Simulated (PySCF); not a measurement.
# BeTl−: bond curves at several levels of theory

One job finds the state of BeTl−, follows it along the bond with each method and fits the curves.

The runs use PySCF 2.14.0; Be def2-SVPD, Tl def2-SVPD with ECP60, scalar-relativistic core potentials.

7 further runs of the same task are left out: 7 set aside as unsound or not needed.

## (1) Set-up

A driver script around PySCF takes these settings:

```
atoms                         : Be, Tl
charge                        : -1
basis                         : Be def2-SVPD, Tl def2-SVPD with ECP60
Hamiltonian                   : scalar-relativistic core potentials
basis functions               : 44
electrons treated             : 26
masses in u                   : 9.0122, 204.9744
levels                        : PBE0, PBE, r²SCAN, MN15, r²SCAN0
grid                          : 80 radial by 434 angular points
occupations                   : held fixed by the projection of orbital angular momentum
dissociation limit            : Be + Tl−, each in its ground configuration
starting distance in angstrom : 2.490
values of 2S to try           : 0, 2
```

Run with:

```
$ OMP_NUM_THREADS=1 python dia.py task.json out
```

Further steps of the session: First curve: PBE0; PBE (GGA); r²SCAN (meta-GGA); MN15 (hybrid meta-GGA); r²SCAN0 (hybrid meta-GGA).

Q: Predict the outcome of this session. Wanted: for each run, Re; ωe; De; μ.

The runs gave:

Lowest PBE0 solution found, without spin–orbit coupling: ³Σ⁻ (triplet), unpaired electrons π ↑↑.

| level | Re (Å) | ωe (cm⁻¹) | De (eV) | μ (D) |
| --- | --- | --- | --- | --- |
| PBE | 2.471 | 357 | 1.71 | 5.86 |
| r²SCAN | 2.444 | 374 | 1.68 | 5.59 |
| PBE0 | 2.467 | 359 | 1.51 | 5.69 |
| r²SCAN0 | 2.436 | 374 | 1.54 | 5.39 |
| MN15 | 2.437 | 364 | 1.61 | 5.10 |

De is counted to Be + Tl− in their ground configurations. A positive dipole points from Be to Tl; in an ion it is taken about the centre of mass and does not tell which atom is negative.

What this shows: Bond lengths run from 2.436 Å (r²SCAN0) to 2.471 Å (PBE). Of the levels with a De here, PBE0 gives the least (1.51 eV) and PBE the most (1.71 eV).

These are scalar-relativistic numbers at best; spin–orbit coupling would shift them, the dissociation energy most. With some functionals the highest level of the anion is positive, from self-interaction error or because the anion is truly unbound there; the finite basis then holds the extra electron, and no neutral molecule was run to test the binding. With spin–orbit coupling the term label itself may not hold.
